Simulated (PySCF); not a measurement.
# GaBr+: from the state search to spectroscopic constants

Aim: find the lowest electronic state of GaBr+, scan its bond at several levels of theory, and get bond length, wavenumber and dissociation energy from each curve.

Program: PySCF 2.14.0. Level of theory: Ga cc-pVDZ-PP with ECP10, Br cc-pVDZ-PP with ECP10, scalar-relativistic core potentials. These are calculated values, not measurements.

### 1 Input

The job is set up so:

```json
{
  "atoms": "Ga, Br",
  "charge": "1",
  "basis": "Ga cc-pVDZ-PP with ECP10, Br cc-pVDZ-PP with ECP10",
  "Hamiltonian": "scalar-relativistic core potentials",
  "basis functions": "46",
  "electrons treated": "45",
  "masses in u": "68.9256, 78.9183",
  "levels": "PBE0, PBE, r²SCAN, BP86, M06-L, B3LYP, HSE06, HF, MP2, SCS-MP2, CCSD, CCSD(T)",
  "grid": "80 radial by 434 angular points",
  "occupations": "held fixed by the projection of orbital angular momentum",
  "dissociation limit": "Ga+ + Br, each in its ground configuration",
  "starting distance in angstrom": "2.420",
  "values of 2S to try": "1, 3"
}
```

On the command line:

```bash
$ OMP_NUM_THREADS=1 python dia.py task.json out
```

The runs that follow: First curve: PBE0; Higher solutions at PBE0; PBE; r²SCAN (meta-GGA); BP86 (GGA); M06-L (meta-GGA); B3LYP (global hybrid GGA); HSE06 (range-separated hybrid); UHF (mean field); Correlated methods on the Hartree–Fock reference.

**Question.** What will these runs give? Wanted: for each run, Re; ωe; De; μ.

As calculated:

Lowest PBE0 solution found, without spin–orbit coupling: ²Σ⁺ (doublet), unpaired electrons σ ↑. State 2 has its PBE0 minimum 0.23 eV higher. State 3 has its PBE0 minimum 4.71 eV higher. The other levels ran on the lowest alone.

```csv
level,Re (Å),ωe (cm⁻¹),De (eV),μ (D)
UHF,2.270,252.5,-0.011,-5.19
UHF-MP2,2.238,325,0.61,n/a
UHF-SCS-MP2,2.253,304,0.392,n/a
UHF-CCSD,2.288,254.8,0.340,n/a
UHF-CCSD(T),2.283,267.1,0.441,n/a
PBE,2.314,251.8,0.77,-4.15
BP86,2.319,247.6,0.72,-4.17
r²SCAN,2.260,284.3,0.85,-4.25
M06-L,2.346,209.6,0.50,-4.31
B3LYP,2.335,226.6,0.473,-4.36
PBE0,2.281,265.5,0.67,-4.42
HSE06,2.286,261.5,0.67,-4.39
```

De is counted to Ga+ + Br in their ground configurations. A positive dipole points from Ga to Br; in an ion it is taken about the centre of mass and does not tell which atom is negative.

**Reading.** The methods spread over 0.108 Å in bond length, from UHF-MP2 to M06-L. CCSD(T) can't serve as the judge here: for a weak bond in this basis it is far from its limit. Of the levels with a De here, UHF gives the least (-0.011 eV) and r²SCAN the most (0.85 eV).

Correlated steps freeze 8 core orbitals. A negative De means that the minimum lies above the separated atoms at that level.
